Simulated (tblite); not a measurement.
# C4H16SSi3: the cost of one run

The runs use tblite 0.8.0 and PySCF 2.14.0, with density-fitted response routines of our own; the level of theory stands in each step. All values are computed, except where a source is named. Atoms count from 0, in the outputs and in this text.

## (1) The starting structure

24 atoms, charge 0, multiplicity 1; geometry from: force field or distance geometry start.

Bonds of the start (Å): C0–Si1 1.87, Si1–C2 1.83, C2–S3 1.84, S3–C4 1.84, C4–Si5 1.86, C4–C6 1.49, C6–Si7 1.86, C0–H8 1.10, C0–H9 1.11, C0–H10 1.11, Si1–H11 1.50, Si1–H12 1.45, C2–H13 1.12, C2–H14 1.11, C4–H15 1.12, Si5–H16 1.47, Si5–H17 1.48, Si5–H18 1.46, C6–H19 1.12, C6–H20 1.11, Si7–H21 1.47, Si7–H22 1.46, Si7–H23 1.48.

## (2) Geometry optimisation with GFN2-xTB

What the job is given:

```
{"job": {"kind": "relax", "xc": "GFN2-xTB", "basis": "xTB"}, "charge": 0, "multiplicity": 1}
C      3.741800     1.112300    -0.093300
Si     2.992700    -0.560700    -0.477600
C      1.306700    -0.599900     0.228700
S     -0.018900    -0.197900    -0.976200
C     -1.554300    -0.324500     0.036900
Si    -1.725300    -2.111700     0.510100
C     -2.751400     0.234900    -0.652500
Si    -2.448000     2.034800    -1.011500
H      4.841200     1.052400    -0.029900
H      3.383300     1.802400    -0.891000
H      3.292800     1.454100     0.863600
H      3.808300    -1.526100     0.326800
H      3.072200    -0.922700    -1.874500
H      1.201000     0.186400     1.024400
H      1.039900    -1.597200     0.628400
H     -1.343400     0.275400     0.954300
H     -1.541100    -2.223100     1.968900
H     -0.663700    -2.888400    -0.157600
H     -3.033100    -2.668300     0.173100
H     -3.623500     0.152000     0.047600
H     -2.954800    -0.276600    -1.610700
H     -1.793400     2.609800     0.171000
H     -1.528000     2.227000    -2.132200
H     -3.712700     2.775300    -1.185800
```

On the command line:

```sh
$ OMP_NUM_THREADS=1 python probes_run.py task.json out
```

The driver reads the jobs from task.json and runs them one after another.

**Question.** How long does this first job take on 1 thread of Arm Neoverse N1, shared host, and how much memory does it need?

About 5.1 s, with a peak of 0.18 GiB.
